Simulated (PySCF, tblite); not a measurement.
**C6H9O2 radical: geometry, infrared bands and EPR parameters**

Wanted: the infrared bands and EPR parameters of C6H9O2 radical (`C=[C]C(=O)OCCC`), by calculation.

Programs: tblite 0.8.0 and PySCF 2.14.0, with density-fitted response routines of our own. Each step states its level of theory. These are calculated values for one molecule in the gas phase, unless marked as measured. Atoms are numbered from 0 throughout.

### 1 The molecule as given

17 atoms, charge 0, multiplicity 2; geometry from: force field or distance geometry start.

Bonds of the start (Å): C0–C1 1.34, C1–C2 1.47, C2–O3 1.26, C2–O4 1.38, O4–C5 1.40, C5–C6 1.51, C6–C7 1.54, C0–H8 1.10, C0–H9 1.10, C5–H10 1.12, C5–H11 1.10, C6–H12 1.11, C6–H13 1.12, C7–H14 1.13, C7–H15 1.10, C7–H16 1.10.

### 2 Optimising the geometry with GFN2-xTB

The job: settings as JSON, then the geometry in Å.

```
{"job": {"kind": "relax", "xc": "GFN2-xTB", "basis": "xTB"}, "charge": 0, "multiplicity": 2}
C     -3.840300    -0.157500     0.291800
C     -2.950200    -0.556500    -0.626400
C     -1.582300    -0.074200    -0.370700
O     -1.420400     0.669900     0.627300
O     -0.514400    -0.375700    -1.186600
C      0.790700     0.096000    -0.967300
C      1.348200    -0.345800     0.362000
C      2.765200     0.250000     0.451400
H     -4.894500    -0.475000     0.198300
H     -3.548100     0.489500     1.132500
H      1.439600    -0.367700    -1.754800
H      0.885200     1.183000    -1.061600
H      0.739900    -0.047400     1.235900
H      1.516400    -1.456200     0.361200
H      2.660700     1.365800     0.592100
H      3.221800     0.044600    -0.523500
H      3.375500    -0.230600     1.228500
```

Command:

```sh
OMP_NUM_THREADS=1 python probes_run.py task.json out
```

One launch serves the whole session: the jobs run in the order shown.

**Question.** This job is followed by: GFN2-xTB harmonic vibrations, gas phase; UKS B3LYP, pcH-1 on C H O, non-relativistic, mean-field spin-orbit, GIAO. What will the session give for the following? strongest single infrared mode (GFN2-xTB); zero-point energy (GFN2-xTB); g(iso) (B3LYP); ⟨S²⟩; largest a(iso) (averaged by class); potential on the surface of density 0.002 e/bohr³, 1st and 99th percentile.

**Answer**, as computed:

```
                                                                  quantity                  value
                                 strongest single infrared mode (GFN2-xTB)  1620 cm⁻¹, 327 km/mol
                                              zero-point energy (GFN2-xTB)          84.1 kcal/mol
                                                            g(iso) (B3LYP)                2.00350
                                                                      ⟨S²⟩     0.761 (exact 0.75)
                                        largest a(iso) (averaged by class)    1H on H9, 169.7 MHz
potential on the surface of density 0.002 e/bohr³, 1st and 99th percentile     -1.68 V and 1.18 V
```

In words: Relaxing lowered the energy by 1.189 eV in 126 steps; the close pair that moved most is C1–C2, from 1.473 to 1.399 Å. No mode is imaginary among the 45: a minimum at this level. The strongest single mode, at 1620 cm⁻¹, moves mainly C2 and O3. Unscaled tight-binding wavenumbers are off by several per cent, some by more. Its intensities can rank the bands wrongly. Most of the unpaired spin sits on C1 (0.84 e). The isotropic g lies 1.2 ppt above the free-electron value. These values are for one conformer; the search (at its own cheap level) found 2 more, at 0.67, 0.71 kcal/mol, and measured spectra average over such forms.
